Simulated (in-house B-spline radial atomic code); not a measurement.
# In⁺: density, ELF and screening along the radius

How do the shells of In⁺ show in real space, and how much do the settings move them?

Program: in-house B-spline radial atomic code version 1. Level of theory: several methods, spin-polarised, as named in each step; spherical all-electron atom at the radial basis limit. These are calculated values, not measurements, unless marked.

### 1 The system

| Item | Value |
| --- | --- |
| element | indium (Z = 49) |
| charge | +1 |
| electrons | 48 |
| configuration | [Kr] 4d10 5s2 |
| nucleus | point (non-relativistic runs) or finite (X2C runs) |

The outer shells:

[Kr] 4d10 5s2
```
[Kr] core
4d [↑↓][↑↓][↑↓][↑↓][↑↓]
5s [↑↓]
```

Where spins are not typed, each open shell is filled with up spins first.

### 2 LDA (VWN5), non-rel.

Input settings:

```ini
Z = 49
electrons = 48.0
configuration = [Kr] 4d10 5s2
hamiltonian = nr
method = lda,vwn
spin_polarised = True
```

Launch:

```console
$ python run_scf.py task.json out
```

One command runs all members of the session, one after another, from task.json.

### 3 PBE, non-rel.

Input settings:

```ini
Z = 49
electrons = 48.0
configuration = [Kr] 4d10 5s2
hamiltonian = nr
method = pbe,pbe
spin_polarised = True
```

### 4 Hartree-Fock, non-rel.

Input settings:

```ini
Z = 49
electrons = 48.0
configuration = [Kr] 4d10 5s2
hamiltonian = nr
method = hf
spin_polarised = True
```

### 5 r2SCAN, non-rel.

Settings: those of step 4 with these lines changed.

```diff
@@ -4,3 +4,3 @@
 hamiltonian = nr
-method = hf
+method = r2scan
 spin_polarised = True
```

Before running: How large is the system in each run, where do the shell borders lie, and what is the highest level?

**Answer**, as computed:

| run | total energy (hartree) | highest level (eV) | radius holding 50 / 90 / 99 % (bohr) | radius at n = 0.001 (bohr) | ELF minima on the full grid (bohr) |
| --- | --- | --- | --- | --- | --- |
| LDA (VWN5), non-rel. | -5737.1015 | -14.594 | 0.404 / 1.45 / 3.18 | 4.05 | 0.044, 0.20, 0.56, 2.0 |
| PBE, non-rel. | -5741.8899 | -14.230 | 0.403 / 1.45 / 3.20 | 4.07 | 0.044, 0.20, 0.57, 2.0 |
| Hartree-Fock, non-rel. | -5739.9784 | -16.519 | 0.403 / 1.44 / 3.31 | 4.16 | 0.045, 0.16, 0.58, 2.1 |
| r2SCAN, non-rel. | -5742.4093 | -14.409 | 0.403 / 1.45 / 3.20 | 4.07 | 0.044, 0.20, 0.57, 2.0 |

In the first run ELF has 4 minima on the grid, which mark the borders between shells. On the record's full grid the screened charge (r times the electrostatic potential) falls from 48.9 near the nucleus to 1.00 at 9.0 bohr; far out it tends to the net charge, 1. The radius that holds 99 % of the electrons runs from 3.18 bohr (LDA (VWN5), non-rel.) to 3.31 bohr (Hartree-Fock, non-rel.). The grid is coarse (about 24 % a step), so the places of minima are rough.

Members of this set that are not shown: 1 used exact exchange with fractional occupations of an open shell, which is unsound here.
